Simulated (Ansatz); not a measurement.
The system is HPbNO4.

```
H Pb N O
1.0
     4.19923    0.11117    0.16817
     1.91600    3.89132    0.12568
     1.76085    1.25259    6.37266
H Pb N O
1 1 1 4
Direct
  0.89145 0.68202 0.62796
  0.14426 0.92872 0.88352
  0.25670 0.28861 0.30171
  0.83108 0.65056 0.78405
  0.38694 0.22380 0.11295
  0.31104 0.03576 0.45856
  0.07726 0.60633 0.32275
```

The cell was built by a generator and needn't be a form met in nature.

Base run:

```yaml
Program: Ansatz 0.2.0
Functional: RPBE
Potentials_or_basis: Ansatz PAW soft_1
Cutoff: 420 eV
Density_cutoff: 1680 eV
k_mesh: 7 × 7 × 5
Occupations: fermi-dirac, width 0.05 eV
Spin: no spin polarisation
```

Its results: band gap on the k mesh 2.88 eV, indirect (least direct gap 2.90 eV); pressure 2.8 GPa; largest force 0.284 eV/Å.

Task: After a change of settings the same cell gave: band gap on the k mesh 2.87 eV, indirect (least direct gap 2.89 eV); pressure 2.1 GPa; largest force 0.205 eV/Å. Which change was it?
A. functional from RPBE to PBE; potentials or basis from Ansatz PAW soft_1 to JTH PAW; cutoff from 420 eV to 1800 eV; density cutoff from 1680 eV to 7200 eV
B. functional from RPBE to PBE; potentials or basis from Ansatz PAW soft_1 to Ansatz PAW earlier set; cutoff from 420 eV to 1000 eV; density cutoff from 1680 eV to 4000 eV; valence electrons from 44 to 52
C. functional from RPBE to revPBE
D. functional from RPBE to PBE; potentials or basis from Ansatz PAW soft_1 to PseudoDojo standard (PBE files); cutoff from 420 eV to 1143 eV; density cutoff from 1680 eV to 4572 eV

Result: C.

Caveats: the potentials were made for another functional, which shifts forces and pressure; spin-orbit coupling is left out, which as a rule narrows the gap of such compounds by several tenths of an eV; the PAW data sets come from PBE, with cores solved anew for the run's functional, which leaves a small shift of forces and pressure.

Not every run made on this cell is shown here.
